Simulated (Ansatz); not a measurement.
This script drives the Python package of Ansatz (0.2.0).

`run_cohesive.py`
```python
"""Cohesive energy of K3Li from free atoms."""

from collections import Counter
from dataclasses import dataclass

import ansatz as az


@dataclass(frozen=True)
class Options:
    cutoff: int = 450
    kspacing: float = 0.14
    filling: str = "fermi_dirac"
    sigma: float = 0.02


opts = Options()


def counts(outcome):
    return Counter(site.symbol for site in outcome.lattice.sites)

UNPAIRED = {"K": 1, "Li": 1}  # unpaired electrons of the free atoms


def ground_state(name, crystal):
    calc = crystal.calculation()
    calc = calc.functional(az.Functional.LDA).basis(opts.cutoff)
    calc = calc.kpoints(spacing=opts.kspacing)
    calc = calc.occupations(opts.filling, width=opts.sigma)
    if name.endswith(" atom"):
        calc = calc.kpoints(1, 1, 1).occupations("fermi_dirac", width=0.01)
        if UNPAIRED[name.split()[0]]:
            calc = calc.spin("collinear")
        return calc.run(threads=1, pin="off")
    calc = calc.relax(force_tolerance=0.03, max_steps=60, cell=True)
    return calc.run(threads=1, pin="off")

phases = {}
k3li = (
    az.Lattice.from_parameters(6.185197, 6.185197, 6.185197, alpha=90.0, beta=90.0, gamma=90.0)
    .atom("K", [0.0, 0.5, 0.5])
    .atom("K", [0.5, 0.0, 0.5])
    .atom("K", [0.5, 0.5, 0.0])
    .atom("Li", [0.0, 0.0, 0.0])
)
phases["K3Li"] = k3li
# free atoms: a low-symmetry box, moments by the rule of Hund
for element, moment in UNPAIRED.items():
    phases[f"{element} atom"] = az.Lattice.orthorhombic(10.0, 10.5, 11.0).atom(element, (0.5, 0.5, 0.5), moment=moment or None)

done = {}
for name, crystal in phases.items():
    done[name] = ground_state(name, crystal)
    print(f"{name}: {done[name].report['energy_sigma0_ev']:.4f} eV, {len(done[name].lattice.sites)} atoms")

print({element: round(done[f"{element} atom"].report["magnetization_mub"], 2) for element in UNPAIRED}, "muB on the free atoms")
solid = done["K3Li"]
n = counts(solid)
binding = (sum(k * done[f"{e} atom"].report["energy_sigma0_ev"] for e, k in n.items()) - solid.report["energy_sigma0_ev"]) / sum(n.values())
print(f"cohesive energy {binding:.3f} eV/atom = {96.4853 * binding:.0f} kJ/mol of atoms (no zero-point energy)")
```

It is started by `python run_cohesive.py`. Estimate its wall time and peak memory on 1 thread of Arm Neoverse V2, with other jobs on the host.

It took about 54 s, with a peak of 0.81 GiB, for 3 runs of the engine.

```console
$ python run_cohesive.py
K3Li: -4689.9744 eV, 4 atoms
K atom: -1495.2881 eV, 1 atoms
Li atom: -199.8515 eV, 1 atoms
{'K': 1.0, 'Li': 1.0} muB on the free atoms
cohesive energy 1.065 eV/atom = 103 kJ/mol of atoms (no zero-point energy)
```

Absolute energies stand on the zero of these potentials, so only differences at equal settings mean something. Other magnetic orders than the one started from may lie lower. For the metals among these phases the mesh is modest: differences between phases can be off by up to 40 meV an atom. The cells come from databases of deposited and of computed structures, and not all need be stable phases. Free atoms in a box carry small image and symmetry errors, and spin-orbit coupling is left out.
